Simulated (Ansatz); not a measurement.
# BaSrAl4: the cost of one run

Program: Ansatz 0.2.0. Level of theory: DFT PBE, scalar-relativistic, plane waves, PAW. These are calculated values, not measurements.

3 further runs of the same task are left out: 2 that didn't finish, 1 set aside as unsound or not needed.

### Step 1. Starting point

The structure is cubic, space group F-43m (No. 216). Conventional cell: a = 8.229 Å, b = 8.229 Å, c = 8.229 Å, α = 90.00°, β = 90.00°, γ = 90.00°. Around Ba (site symmetry -43m) lie 12 Al at 3.41 Å and 4 Sr at 3.56 Å. Sr (site symmetry -43m) is surrounded by 12 Al at 3.41 Å and 4 Ba at 3.56 Å. Al (site symmetry 3m) is surrounded by 6 Al at 2.91 Å.

Structure file:

```
CELL_PARAMETERS angstrom
0.00000 4.11433 4.11433
4.11433 0.00000 4.11433
4.11433 4.11433 0.00000
ATOMIC_POSITIONS crystal
Ba 0.00000 0.00000 0.00000
Sr 0.75000 0.75000 0.75000
Al 0.87472 0.37509 0.37509
Al 0.37509 0.37509 0.37509
Al 0.37509 0.87472 0.37509
Al 0.37509 0.37509 0.87472
```

The cell is invented: species swapped into a database cell of HfZrV4 (F-43m, No. 216), with Ba on the Zr sites, Sr on the Hf sites and Al on the V sites. Its size is a rough estimate.

### Step 2. Probe: one point on a coarse mesh

input.yaml

```yaml
crystal:
  lattice:
    - [0.0, 4.1143332, 4.1143332]
    - [4.1143332, 0.0, 4.1143332]
    - [4.1143332, 4.1143332, 0.0]
  atoms:
    - { symbol: Ba, position: [0.0, 0.0, 0.0] }
    - { symbol: Sr, position: [0.75, 0.75, 0.75] }
    - { symbol: Al, position: [0.87471703, 0.37509432, 0.37509432] }
    - { symbol: Al, position: [0.37509432, 0.37509432, 0.37509432] }
    - { symbol: Al, position: [0.37509432, 0.87471703, 0.37509432] }
    - { symbol: Al, position: [0.37509432, 0.37509432, 0.87471703] }
basis:
  ecutwfc: 420
kpoints:
  mp_grid: { grid: [4, 4, 4] }
hamiltonian:
  xc: pbe
scf:
  occupations: { method: gaussian, width: 0.1 }
  lower_state_search: "off"
output:
  forces: true
  stress: true
  eigenvalues: true
```

The run is started by

```
$ ansatz run input.yaml --threads 1 --pin off --max-ram 2048MiB --backend cpu --events-out ev --progress --plain --runs-dir out
```

Q: Estimate wall time and peak memory on 1 thread of Intel Xeon Platinum 8375C at 2.90GHz (Ice Lake), shared host.

About 2.6 s, with a peak of 0.38 GiB.
